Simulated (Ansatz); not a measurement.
Geometry optimisation, DFT PBE-D3(BJ), scalar-relativistic, plane waves, PAW in Ansatz.

Input:

```yaml
accuracy: low
crystal:
  lattice:
    - [7.195302, 0.0, 0.0]
    - [0.0, 6.64447, 0.0]
    - [0.0, 0.0, 16.154209]
  atoms:
    - { symbol: Li, position: [0.6666667, 0.6214786, 0.0619034] }
    - { symbol: Li, position: [0.3333333, 0.3785214, 0.0619034] }
    - { symbol: Ce, position: [0.0, 0.0, 0.0619034] }
    - { symbol: P, position: [0.6666667, 0.2311545, 0.0619034] }
    - { symbol: P, position: [0.3333333, 0.7688455, 0.0619034] }
    - { symbol: Li, position: [0.1666667, 0.6214786, 0.1904832] }
    - { symbol: Li, position: [0.8333333, 0.3785214, 0.1904832] }
    - { symbol: Ce, position: [0.5, 0.0, 0.1904832] }
    - { symbol: P, position: [0.1666667, 0.2311545, 0.1904832] }
    - { symbol: P, position: [0.8333333, 0.7688455, 0.1904832] }
    - { symbol: Li, position: [0.6666667, 0.6214786, 0.3190629] }
    - { symbol: Li, position: [0.3333333, 0.3785214, 0.3190629] }
    - { symbol: Ce, position: [0.0, 0.0, 0.3190629] }
    - { symbol: P, position: [0.6666667, 0.2311545, 0.3190629] }
    - { symbol: P, position: [0.3333333, 0.7688455, 0.3190629] }
    - { symbol: Br, position: [0.4571489, 0.6038479, 0.4447268] }
basis:
  ecutwfc: 420.0
kpoints:
  mp_grid: { grid: [2, 2, 1] }
hamiltonian:
  xc: pbe
  dispersion: d3bj
scf:
  occupations: { method: fermi_dirac, width: 0.15 }
  lower_state_search: "off"
relax:
  f_tol: 0.08
  max_steps: 25
  adjacent_minimum: "off"
  constraints: [{ sites: [0, 1, 2, 3, 4] }]
```

Command:

```bash
$ ansatz run input.yaml --threads 1 --pin off --max-ram 3072MiB --backend cpu --events-out ev --progress --plain --runs-dir out
```

Q: Where does it end, and by what steps?

A: The forces met the threshold. The threshold is loose, so the end isn't yet a minimum. The force dipped under the threshold on the way, but the program's further checks kept it going. Limits of this set-up: coarse k mesh, thin slab, slab without dipole correction, odd electron count without spin, magnetic elements without spin, low accuracy level. After 15 steps the energy has fallen by 0.922 eV; Br16 moved furthest, 2.19 Å. Parted: Li11–Br16, Li12–Br16. Joined: Ce13–Br16.

```tsv
step	energy less start (eV)	largest force component (eV/Å)	accepted
0	0.0000	1.007	yes
1	-0.3459	0.325	yes
2	-0.4942	0.198	yes
3	-0.5211	0.161	yes
4	-0.5428	0.115	yes
5	-0.5667	0.099	yes
6	-0.5897	0.139	yes
7	-0.6237	0.179	yes
8	-0.6517	0.204	yes
9	-0.7080	0.228	yes
10	-0.7698	0.234	yes
11	-0.8312	0.197	yes
12	-0.8795	0.116	yes
13	-0.9056	0.040	yes
14	-0.9182	0.061	yes
15	-0.9219	0.076	yes
```

```xyz
16
Lattice="7.1953 0.0000 0.0000 0.0000 6.6445 0.0000 0.0000 0.0000 16.1542" Properties=species:S:1:pos:R:3
Li 4.797 4.129 1.000
Li 2.398 2.515 1.000
Ce 0.000 0.000 1.000
P 4.797 1.536 1.000
P 2.398 5.109 1.000
Li 1.025 4.066 2.863
Li 5.986 2.473 2.959
Ce 3.628 0.066 2.914
P 1.139 1.550 2.937
P 6.005 5.097 2.952
Li 4.672 4.000 4.798
Li 2.539 2.517 4.759
Ce -0.048 0.043 4.932
P 4.840 1.511 4.977
P 2.300 4.977 4.733
Br 1.516 5.295 7.071
```

Run time: 3.6 min on 1 thread of Intel(R) Xeon(R) Platinum 8375C CPU @ 2.90GHz (Ice Lake) (shared host), peak memory 0.96 GiB.
